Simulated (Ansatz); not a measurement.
# ClHTi: the cost of one run

Program: Ansatz 0.2.0, Gaussian basis. Level of theory: def2-TZVPP, core rule «outside noble gas», up to 14 orbitals frozen. These are calculated values, not measurements.

To be run: UHF; CCSD(T) on RHF; CCSD(T) on UHF; CCSDT(Q) on RHF; CASSCF and NEVPT2, 12 electrons in 11 orbitals.

4 further runs of the same task are left out: 1 for a known fault of the program, 3 set aside as unsound or not needed.

### Step 1. The system

The geometry is a PBE0/def2-TZVP stationary point (not a proven minimum).

3 atoms, charge 0, spin multiplicity 1.

Atoms are counted from 1 here; the program's logs count them from 0.

Bond lengths: Ti1–Cl2 2.280 Å, Ti1–H3 1.822 Å. Angles: Cl2–Ti1–H3 180.0°.

### Step 2. UHF

in.yaml

```yaml
crystal:
  periodic: [false, false, false]
  atoms:
    - {symbol: Ti, position_ang: [0.000000, 0.000000, -0.152833]}
    - {symbol: Cl, position_ang: [0.000000, 0.000000, 2.127267]}
    - {symbol: H, position_ang: [0.000000, 0.000000, -1.974433]}
basis:
  gaussian: {orbitals: def2-TZVPP}
magnetization: {spin_polarized: true, initial_magnetization: 0}
hamiltonian: {xc: hf}
output: {orbitals: {seedname: orbitals}}
```

Run with:

```sh
$ ansatz run in.yaml --threads 1 --pin off --events-out ev --progress --plain --max-ram 4096MiB --backend cpu
```

**Question.** How long does this run take on 1 thread of AMD EPYC 7R13, shared host, and how much memory does it need?

About 18 s, with a peak of 0.34 GiB.
